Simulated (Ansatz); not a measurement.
Crystal: SrPb.

```
Pb Sr
1.0
     2.50900   -6.11500    0.00000
     2.50900    6.11500    0.00000
     0.00000    0.00000    4.64800
Pb Sr
2 2
Cartesian
  2.5090 0.9539 1.1620
  2.5090 -0.9539 3.4860
  2.5090 4.5006 1.1620
  2.5090 -4.5006 3.4860
```

* Program: Ansatz 0.2.0
* Task: relaxation of cell and atoms
* Functional: PBE
* Potentials or basis: Ansatz PAW
* Cutoff: 420 eV (not typed: the program's choice for these potentials)
* k mesh: 6 × 6 × 6
* Occupations: fermi-dirac, width 0.05 eV
* Spin: no spin polarisation

At the start: volume 35.66 Å³/atom.

Question: Where does the relaxation end?

Answer: It ends after 6 steps and the volume is 37.41 Å³/atom (+4.9 %); space group Cmcm (No. 63, to 0.05 Å).

Step by step:
```
step  energy change (eV)  largest force (eV/Å)  volume (Å³)
   1              0.0000                0.7831       142.62
   2             -0.0845                0.3250       149.49
   3             -0.1037                0.0421       149.86
   4             -0.1047                0.0107       149.66
   5             -0.1048                0.0035       149.65
   6             -0.1052                0.0035       149.65
```

Final structure:
```
Pb Sr
1.0
     2.56020   -6.18645    0.00000
     2.56020    6.18645    0.00000
     0.00000    0.00000    4.72434
Pb Sr
2 2
Direct
  0.41554 0.58446 0.25000
  0.58446 0.41554 0.75000
  0.13317 0.86683 0.25000
  0.86683 0.13317 0.75000
```

Caveat: the plane-wave basis is chosen anew once the cell has moved, so the energies of steps on either side of that aren't comparable.
